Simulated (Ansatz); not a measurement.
Predict the output of the script below (Ansatz 0.2.0, Python API).

`run_deck.py`:
```python
"""Run C4H5FSi from an input written out key by key."""

import ansatz as az
import numpy as np

DECK = """
crystal:
  periodic: [false, false, false]
  atoms:
    - { symbol: F, position_ang: [2.6455, -0.0256, 0.3323] }
    - { symbol: C, position_ang: [1.3127, -0.0233, 0.1651] }
    - { symbol: C, position_ang: [0.5895, -1.1498, 0.0963] }
    - { symbol: Si, position_ang: [-1.2184, -0.7347, -0.1385] }
    - { symbol: C, position_ang: [-0.7394, 1.0879, -0.1139] }
    - { symbol: C, position_ang: [0.5898, 1.2265, 0.0501] }
    - { symbol: H, position_ang: [0.9596, -2.1592, 0.1624] }
    - { symbol: H, position_ang: [-2.0453, -1.1098, 1.0332] }
    - { symbol: H, position_ang: [-1.7322, -1.1584, -1.4628] }
    - { symbol: H, position_ang: [-1.4714, 1.8726, -0.221] }
    - { symbol: H, position_ang: [1.1096, 2.1739, 0.0968] }
basis:
  gaussian: { orbitals: cc-pVDZ }
correlation:
  method: mp2
  electrons: valence
output:
  forces: true
"""

session = az.Session.from_yaml(DECK)
report = session.plan(threads=1).execute().report

print(f"E = {report['free_energy_ev']:.6f} eV = {report['free_energy_ev'] / 27.211386246:.7f} Ha")
print("converged:", report["converged"], " doubts:", report["published_state_doubts"] or "none")
symbols = ["F", "C", "C", "Si", "C", "C", "H", "H", "H", "H", "H"]
parts = report["correlation"]
for name in ("random_phase", "coupled_cluster", "perturbative"):
    if name in parts:
        print(f"{name:16s} {parts[name]['energy']['hartree']:12.7f} Ha")
if "second_order" in parts:
    pair = parts["second_order"]
    print(f"MP2 same spin {pair['same_spin']['hartree']:.7f} Ha, opposite spin {pair['opposite_spin']['hartree']:.7f} Ha")
field = report["mean_field"]
print("<S^2> =", round(abs(field["state"]["spin_squared"]), 4), " all-electron relativity setting:", field["relativity"])
print("passes:", field["passes"])
if "symmetry" in field:
    print("occupied orbitals by irrep:", field["symmetry"]["occupied"])

print("forces (eV/A)")
for symbol, f in zip(symbols, report["forces_ev_ang"]):
    print(f"  {symbol:2s} {f[0]:9.4f} {f[1]:9.4f} {f[2]:9.4f}")
charges = report["charge_distribution"]
dipole = np.array(charges["dipole_moment_e_ang"]) * 4.803205
print("dipole (D): {:.3f} {:.3f} {:.3f}, length {:.3f}".format(*dipole, np.linalg.norm(dipole)))
print("atom  Mulliken   Lowdin")
for symbol, m, l in zip(symbols, charges["mulliken_charges_e"], charges["lowdin_charges_e"]):
    print(f"{symbol:4s} {m:9.3f} {l:8.3f}")
```

```console
$ python run_deck.py
E = -14789.777131 eV = -543.5142847 Ha
converged: True  doubts: none
MP2 same spin -0.2018029 Ha, opposite spin -0.5957616 Ha
<S^2> = 0.0  all-electron relativity setting: none
passes: {'evaluations': 13, 'products': 40}
occupied orbitals by irrep: [{'A': 26}, {'A': 26}]
forces (eV/A)
  F     0.1749    0.4565    0.0131
  C     0.5389   -1.0442    0.0878
  C    -0.8396   -1.3810   -0.0781
  Si    0.9268    0.4807    0.1071
  C    -1.3781   -0.1697   -0.1695
  C    -0.0032    0.9270   -0.0185
  H     0.7336   -0.3783    0.0993
  H    -0.2356   -0.1362   -0.0971
  H    -0.2532   -0.1335    0.0408
  H     0.0376    0.9040   -0.0129
  H     0.2977    0.4746    0.0282
dipole (D): -1.354 0.336 -0.176, length 1.406
atom  Mulliken   Lowdin
F       -0.180    0.210
C        0.200   -0.233
C       -0.250   -0.120
Si       0.521    0.303
C       -0.194   -0.070
C       -0.022   -0.030
H        0.031    0.016
H       -0.085   -0.058
H       -0.085   -0.058
H        0.030    0.013
H        0.033    0.028
```

The settings weren't tested for convergence. The geometry is a force-field or estimated start, not a minimum of this method, and the basis set is short of its limit. The Löwdin charges here are taken after orthogonalising the functions within each atom; they differ from plain Löwdin charges, and their signs can be unphysical. Timing: 7 s on 1 thread of Arm Neoverse V1, on a shared host, peak memory 0.32 GiB.
